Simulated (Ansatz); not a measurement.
# C2H5NO2Si: a ladder of functionals and wavefunction methods

One table from this session's results is given with a row withheld; the runs are named, their logs left out.

The runs use Ansatz 0.2.0, Gaussian basis; functionals in def2-TZVPP, the program's frozen cores in correlated methods.

Levels to be run: PBE-D4, r2SCAN-D4, PBE0-D4, B3LYP-D4, ωB97X-V, ωB97M-V, B2PLYP; CCSD(T)/def2-TZVPP; MP2/def2-QZVPP; extrapolation to the limit.

## The geometry

The geometry comes from an earlier relaxation with PBE0-D4 in a triple-zeta def2 set; it is a stationary point, not always the lowest conformer.

SMILES `CO[SiH]1OC1=N`, 11 atoms, charge 0, spin multiplicity 1.

Atoms are counted from 1 here; the program's logs count them from 0.

Bond lengths: C1–O2 1.420 Å, C1–H7 1.090 Å, C1–H8 1.092 Å, C1–H9 1.094 Å, O2–Si3 1.610 Å, Si3–O4 1.682 Å, Si3–C5 1.788 Å, Si3–H10 1.469 Å, O4–C5 1.421 Å, C5–N6 1.244 Å, N6–H11 1.023 Å. Angles: O2–C1–H7 107.9°, O2–C1–H8 109.9°, O2–C1–H9 111.5°, H7–C1–H8 109.2°, H7–C1–H9 109.2°, H8–C1–H9 109.1°, C1–O2–Si3 125.5°, O2–Si3–O4 120.0°, O2–Si3–C5 124.7°, O2–Si3–H10 107.0°, O4–Si3–C5 48.2°, O4–Si3–H10 117.9°, C5–Si3–H10 126.3°, Si3–O4–C5 69.8°, Si3–C5–O4 62.0°, Si3–C5–N6 166.9°, O4–C5–N6 131.1°, C5–N6–H11 111.6°.

Geometry (Å):

```tsv
atom	x (Å)	y (Å)	z (Å)
C1	-0.18120	-1.82699	-0.47457
O2	0.28798	-0.76043	-1.28612
Si3	0.40433	0.77996	-0.83112
O4	-0.85839	1.50443	0.01177
C5	0.27431	1.35561	0.85655
N6	0.44347	1.64398	2.05511
H7	0.30378	-2.74307	-0.81172
H8	-1.26240	-1.93073	-0.58452
H9	0.05645	-1.66213	0.58021
H10	0.99143	1.51732	-1.95785
H11	-0.39456	2.06494	2.46295
```

Set-up of the first run:

Contents of in.yaml:

```yaml
crystal:
  periodic: [false, false, false]
  atoms:
    - {symbol: C, position_ang: [-0.181199, -1.826990, -0.474571]}
    - {symbol: O, position_ang: [0.287977, -0.760433, -1.286122]}
    - {symbol: Si, position_ang: [0.404330, 0.779963, -0.831118]}
    - {symbol: O, position_ang: [-0.858392, 1.504434, 0.011774]}
    - {symbol: C, position_ang: [0.274309, 1.355613, 0.856551]}
    - {symbol: N, position_ang: [0.443472, 1.643982, 2.055112]}
    - {symbol: H, position_ang: [0.303776, -2.743072, -0.811721]}
    - {symbol: H, position_ang: [-1.262397, -1.930730, -0.584523]}
    - {symbol: H, position_ang: [0.056447, -1.662133, 0.580212]}
    - {symbol: H, position_ang: [0.991435, 1.517323, -1.957847]}
    - {symbol: H, position_ang: [-0.394557, 2.064940, 2.462954]}
basis:
  gaussian: {orbitals: def2-TZVPP}
hamiltonian: {xc: pbe, dispersion: d4}
output: {forces: true, orbitals: {seedname: orbitals}}
```

On the command line:

```console
$ ansatz run in.yaml --threads 4 --pin off --events-out ev --progress --plain --max-ram 10444MiB
```

Among the steps run: PBE-D4 (GGA); r2SCAN-D4 (meta-GGA); PBE0-D4 (hybrid); B3LYP-D4 (hybrid); ωB97X-V (range-separated); ωB97M-V (range-separated); B2PLYP (double hybrid); CCSD(T) in def2-TZVPP; MP2 in def2-QZVPP.

One table of the session follows, with a row left open; its other results are not shown here.

```
            method  atomisation energy (kJ/mol)
            PBE-D4                       4541.0
         r2SCAN-D4                       4408.3
           PBE0-D4                       4395.6
          B3LYP-D4                       4392.5
           ωB97X-V                       4410.8
           ωB97M-V                       4411.8
            B2PLYP                       4349.9
     HF/def2-TZVPP                       2952.2
    MP2/def2-TZVPP                       4377.2
   CCSD/def2-TZVPP                       4155.8
CCSD(T)/def2-TZVPP                            ?
           MP2/CBS                       4517.6
       CCSD(T)/CBS                       4389.6
```

**Question.** Estimate the row for CCSD(T)/def2-TZVPP.

As computed: atomisation energy (kJ/mol): 4249.2. In the column «atomisation energy (kJ/mol)» it lies between CCSD/def2-TZVPP (4155.8) and B2PLYP (4349.9).

Limits of these values: Free atoms (2 C, 2 O, 1 Si, 1 N, 5 H) were run apart at each level; the atomisation energy is their sum less the molecule, without zero-point or spin-orbit terms.
